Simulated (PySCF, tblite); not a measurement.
**C₉H₁₃B: geometry, infrared bands and NMR shifts**

What infrared bands and NMR shifts should C₉H₁₃B (`C#CB/C=C\CC1CCC1`) show?

Programs: tblite 0.8.0 and PySCF 2.14.0, with density-fitted response routines of our own. Each step states its level of theory. These are calculated values for one molecule in the gas phase, unless marked as measured. Atoms are numbered from 0 throughout.

## 1. The starting structure

23 atoms, charge 0, multiplicity 1; geometry from: force field or distance geometry start.

Bonds of the start (Å): C0–C1 1.21, C1–B2 1.53, B2–C3 1.54, C3–C4 1.34, C4–C5 1.50, C5–C6 1.50, C6–C7 1.52, C7–C8 1.51, C8–C9 1.51, C9–C6 1.51, C0–H10 1.05, B2–H11 1.19, C3–H12 1.09, C4–H13 1.09, C5–H14 1.12, C5–H15 1.10, C6–H16 1.10, C7–H17 1.12, C7–H18 1.10, C8–H19 1.11, C8–H20 1.10, C9–H21 1.10, C9–H22 1.13.

## 2. Relaxing the molecule with GFN2-xTB

What the job is given:

```
{"job": {"kind": "relax", "xc": "GFN2-xTB", "basis": "xTB"}, "charge": 0, "multiplicity": 1}
C      4.891500    -1.190900    -0.851600
C      3.895100    -0.816300    -0.272100
B      2.655400    -0.336800     0.478700
C      1.581700    -1.317500     0.988700
C      0.309500    -0.895600     1.025600
C     -0.019300     0.483100     0.548100
C     -0.973300     0.368200    -0.610100
C     -2.281500    -0.329100    -0.273500
C     -2.948400     0.707200    -1.148500
C     -1.801600     1.624100    -0.783800
H      5.748700    -1.523200    -1.355700
H      2.748900     0.687300     1.086900
H      1.839800    -2.312300     1.338500
H     -0.463700    -1.582600     1.383300
H     -0.450600     1.129600     1.349900
H      0.905500     0.975400     0.216100
H     -0.537000     0.077700    -1.578700
H     -2.527700    -0.194800     0.811000
H     -2.377400    -1.366900    -0.623300
H     -3.937300     1.057700    -0.783700
H     -2.941000     0.379000    -2.196700
H     -1.427200     2.269600    -1.597200
H     -1.894700     2.134100     0.217600
```

Launch:

```console
> OMP_NUM_THREADS=1 python probes_run.py task.json out
```

The driver reads the jobs from task.json and runs them one after another.

**Question.** This job is followed by: GFN2-xTB harmonic vibrations, gas phase; GIAO PBE0/pcSseg-1 NMR shielding, non-relativistic, gas phase. What will the session give for the following? strongest single infrared mode (GFN2-xTB); zero-point energy (GFN2-xTB); 13C shifts against TMS (PBE0/pcSseg-1, means over atoms taken as alike); 1H shifts against TMS (PBE0/pcSseg-1, means over atoms taken as alike); 11B shifts against BF3·OEt2 (PBE0/pcSseg-1).

As calculated:

```
                                                               quantity                                                           value
                              strongest single infrared mode (GFN2-xTB)                                           1640 cm⁻¹, 224 km/mol
                                           zero-point energy (GFN2-xTB)                                                  120.0 kcal/mol
13C shifts against TMS (PBE0/pcSseg-1, means over atoms taken as alike)          173.8, 144.8, 129.7, 102.8, 46.1, 40.9, 28.8, 18.0 ppm
 1H shifts against TMS (PBE0/pcSseg-1, means over atoms taken as alike)  7.56, 6.80, 6.45, 4.34, 2.64, 2.23, 2.05, 2.02, 1.92, 1.83 ppm
                            11B shifts against BF3·OEt2 (PBE0/pcSseg-1)                                                        50.7 ppm
```

The optimisation took 142 steps and gained 0.838 eV; among the close pairs (by a distance rule), C9–H22 changed most, from 1.128 to 1.088 Å. All 63 modes are real, so the xTB geometry is a minimum. The strongest single mode, at 1640 cm⁻¹, moves mainly C4 and C3. Unscaled tight-binding wavenumbers are off by several per cent, some by more. Its intensities can rank the bands wrongly. At PBE0/pcSseg-1: Shielding is most anisotropic at C1 (span 314 ppm, paramagnetic term -170 ppm).
